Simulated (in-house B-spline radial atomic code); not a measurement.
# Rh⁺: ionisation energy by several methods

One table from this session's results is given with a row withheld; the runs are named, their logs left out.

The numbers are computed with in-house B-spline radial atomic code version 1 (non-relativistic, several functionals, spin-polarised, exact exchange averaged over the configuration; spherical all-electron atom at the radial basis limit), except any that are marked as measured or tabulated.

## What is computed

* element: rhodium (Z = 45)
* charge: +1
* electrons: 44
* configuration: [Kr] 4d8
* nucleus: point

The outer shells:

[Kr] 4d8
```
[Kr] core
4d [↑↓][↑↓][↑↓][↑ ][↑ ]
```

Where spins are not typed, each open shell is filled with up spins first.

The first run:

The run's settings:

```ini
Z = 45
electrons = 44.0
configuration = [Kr] 4d8
hamiltonian = nr
method = tpssh
spin_polarised = True
exact_exchange = averaged over the configuration
```

The run is started by

```bash
> python run_scf.py task.json out
```

One command runs all members of the session, one after another, from task.json.

Steps of the session up to this table: TPSSh, a global hybrid; r2SCAN0, a global hybrid; M06-2X, a global hybrid; CAM-B3LYP, a range-separated hybrid; ωB97X, a range-separated hybrid; BHandHLYP, a global hybrid.

One of the session's tables, all rows but one given; the rest of the session is left out.

```
   method  ΔSCF (eV)
    TPSSh     18.512
  r2SCAN0     18.365
   M06-2X     18.539
BHandHLYP     18.220
CAM-B3LYP          ?
    ωB97X     18.520
```

Estimate the missing values for CAM-B3LYP.

As computed: ΔSCF (eV): 18.645. In the column «ΔSCF (eV)» it is the highest.

Caveats from the session: These runs leave out relativity, which matters at this nuclear charge.
